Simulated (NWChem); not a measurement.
**MP2/SBKJC-VDZ (core potential) run of InNH4 (InH2(NH2))**

What is the energy difference between two shapes of InNH4 (InH2(NH2)) at MP2/SBKJC-VDZ (core potential)? 

The results are computed with NWChem 7.3.0.

1 further run of the same task is left out (set aside as unsound or not needed).

## Step 1: The structure to begin with

InNH4: 6 atoms, total charge 0, spin state singlet. As SMILES, `[H][In]([H])[NH2]`. Geometry: a GFN2-xTB relaxation, a rough one for these elements and not checked as a minimum.

Bond lengths: In1–N4 2.019 Å, In1–H2 1.708 Å, In1–H3 1.708 Å, N4–H5 1.014 Å, N4–H6 1.015 Å. Angles: In1–N4–H5 116.9°, In1–N4–H6 117.2°, H2–In1–N4 120.5°, H3–In1–N4 120.1°, H5–N4–H6 107.7°, H2–In1–H3 119.0°.

## Step 2: A single-point energy at MP2/SBKJC-VDZ (core potential)

h4inn.nw reads:

```
start h4inn
memory total 2200 mb

geometry units atomic noautosym nocenter noautoz
In   0.86385050   1.42332282  -0.02643727
H    4.02570246   1.44582946   0.62604737
H   -0.61023036   4.21095231  -0.71509126
N   -1.18536851  -1.76326565   0.43044182
H   -2.82975149  -1.88328216  -0.54683005
H   -0.26420261  -3.43355678   0.23186940
end

basis spherical
In library "sbkjc vdz ecp"
H library "sbkjc vdz ecp"
N library "sbkjc vdz ecp"
end

ecp
In library "sbkjc ecp"
N library "sbkjc ecp"
end

scf
maxiter 60
end

mp2
freeze core 4
end

task mp2 energy
```

Started as:

```sh
$ nwchem h4inn.nw > h4inn.out
```

The program printed:

```text
[...]
  functions       =    47
[...]
  wavefunction    = RHF
[...]
         Total SCF energy =   -200.198596781180
      One-electron energy =   -464.842954721721
      Two-electron energy =    207.778914821071
 Nuclear repulsion energy =     56.865443119471
        Time for solution =      1.9s
[...]
          Total MP2 energy          -200.444282595876
[...]
```

It took 3 s on 1 thread of Intel Xeon 6975P-C (Granite Rapids), shared host; peak memory 0.11 GiB.

## Step 3: The distorted shape at the same level

h4inn.nw reads:

```
START h4inn
TITLE "H4InN mp2"
memory 2200 mb
GEOMETRY units angstroms noautosym nocenter
   zmatrix
     In
     H 1 1.700171
     H 1 1.758903 2 118.46264
     N 1 2.039492 2 122.92737 3 -172.46911
     H 4 0.962591 1 117.40909 2 -157.45984
     H 4 1.033216 5 107.89171 1 -130.21299
   end
END
BASIS spherical
   In library "sbkjc vdz ecp"
   H library "sbkjc vdz ecp"
   N library "sbkjc vdz ecp"
END
ECP
   In library "sbkjc ecp"
   N library "sbkjc ecp"
END
SCF
   maxiter 60
   print medium
END
MP2
   freeze core 4
END
TASK mp2 energy
```

Started as:

```sh
$ nwchem h4inn.nw > h4inn.out
```

The program printed:

```text
[...]
  functions       =    47
[...]
  wavefunction    = RHF
[...]
         Total SCF energy =   -200.195008150538
      One-electron energy =   -464.137393084023
      Two-electron energy =    207.394175610048
 Nuclear repulsion energy =     56.548209323436
        Time for solution =      1.9s
[...]
          Total MP2 energy          -200.439515729097
[...]
```

It took 2.9 s on 1 thread of Intel Xeon 6975P-C (Granite Rapids), shared host; peak memory 0.11 GiB.

## Step 4: Outcome

Level: MP2/SBKJC-VDZ (core potential), 4 core orbitals frozen.

| quantity | value |
| --- | --- |
| first shape: total energy | -200.44428 Eh |
| first shape: HOMO energy (Hartree–Fock orbitals) | -10.22 eV |
| first shape: LUMO energy (Hartree–Fock orbitals) | 1.88 eV |
| first shape: HOMO–LUMO gap (Hartree–Fock orbitals) | 12.09 eV |
| first shape: correlation energy (4 core orbitals frozen) | -245.7 mEh |
| distorted shape: total energy | -200.43952 Eh |
| distorted shape: HOMO energy (Hartree–Fock orbitals) | -10.21 eV |
| distorted shape: LUMO energy (Hartree–Fock orbitals) | 1.81 eV |
| distorted shape: HOMO–LUMO gap (Hartree–Fock orbitals) | 12.02 eV |
| distorted shape: correlation energy (4 core orbitals frozen) | -244.5 mEh |
| energy change with the atoms displaced | 0.130 eV |

**Reading.** With the atoms displaced the energy rises by 0.13 eV (3.0 kcal/mol). The first shape isn't relaxed at this level, so the change isn't measured from a minimum.
